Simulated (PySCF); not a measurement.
**InF: the SCF solver's settings**

The same problem is solved with other solver options, one edit a run.

The runs use PySCF 2.14.0; each script names its method and basis.

2 further runs of the same task are left out: 1 for a known fault of the program, 1 that didn't finish.

### 1 The starting structure

InF: 2 atoms, charge 0, spin multiplicity 1.

Bond lengths: In1–F2 1.804 Å.

### 2 Base script

File input.py:

```python
from pyscf import gto, scf, mp

mol = gto.M(
    atom='In 0 0 0; F 0 0 1.804',
    basis='x2c-svpall',
    charge=0,
    spin=0,
    symmetry=True,
    verbose=3,
)
mf = scf.UHF(mol)
mf = mf.sfx2c1e()
mf.kernel()
mp.MP2(mf).kernel()
mf.dip_moment()
print('orbital energies (hartree):', [e[max(0, n-3):n+3].round(4) for e, n in zip(mf.mo_energy, mol.nelec)])
```

On the command line:

```console
> OMP_NUM_THREADS=1 python input.py
```

Its log is not repeated here.

In short: E(SCF) = -5977.210036 Eh, E(MP2) − E(SCF) = -0.26360 Eh, μ = 1.82 D (of the SCF density).

The bond length is a typed value, not an optimised one.

### 3 Smearing width 0.05 hartree

Edit 1 changes smearing width: none → 0.05 hartree; step after the SCF: mp2 → none.

File input.py:

```python
from pyscf import gto, scf

mol = gto.M(
    atom='In 0 0 0; F 0 0 1.804',
    basis='x2c-svpall',
    charge=0,
    spin=0,
    symmetry=True,
    verbose=3,
)
mf = scf.UHF(mol)
mf = mf.sfx2c1e()
mf = scf.addons.smearing_(mf, sigma=0.05, method='fermi')
mf.kernel()
mf.dip_moment()
print('orbital energies (hartree):', [e[max(0, n-3):n+3].round(4) for e, n in zip(mf.mo_energy, mol.nelec)])
```

On the command line:

```console
> OMP_NUM_THREADS=1 python input.py
```

### 4 Point-group symmetry off

Edit 2 changes point-group symmetry: on → off.

Changes to input.py since step 2:

```diff
@@ -7,3 +7,2 @@
     spin=0,
-    symmetry=True,
     verbose=3,
```

### 5 Second-order solver on

Edit 3 changes second-order solver: off → on.

Changes to input.py since step 2:

```diff
@@ -12,2 +12,3 @@
 mf = mf.sfx2c1e()
+mf = mf.newton()
 mf.kernel()
```

### 6 Level shift 0.3 hartree

Edit 4 changes level shift: none → 0.3 hartree.

Changes to input.py since step 2:

```diff
@@ -12,2 +12,3 @@
 mf = mf.sfx2c1e()
+mf.level_shift = 0.3
 mf.kernel()
```

Before running it: what results should come out? Wanted: for each run, E(SCF); from base; gap; SCF dipole; after the SCF.

The runs gave:

| run | E(SCF) (hartree) | from base (eV) | gap (eV) | SCF dipole (D) | after the SCF |
| --- | --- | --- | --- | --- | --- |
| base | -5977.210036 | 0 | 10.32 | 1.82 | MP2 correlation -7.173 eV |
| smearing width 0.05 hartree | -5977.181981 | +0.7634 | n/a | 1.89 | n/a |
| point-group symmetry off | -5977.210036 | 0.0000 | 10.32 | 1.82 | MP2 correlation -7.173 eV |
| second-order solver on | -5977.210036 | 0.0000 | 10.32 | 1.82 | MP2 correlation -7.173 eV |
| level shift 0.3 hartree | -5977.210036 | 0.0000 | 10.32 | 1.82 | MP2 correlation -7.173 eV |

**Reading.** The SCF energy stays the same, to the digits that matter, with point-group symmetry off or second-order solver on or level shift 0.3 hartree.
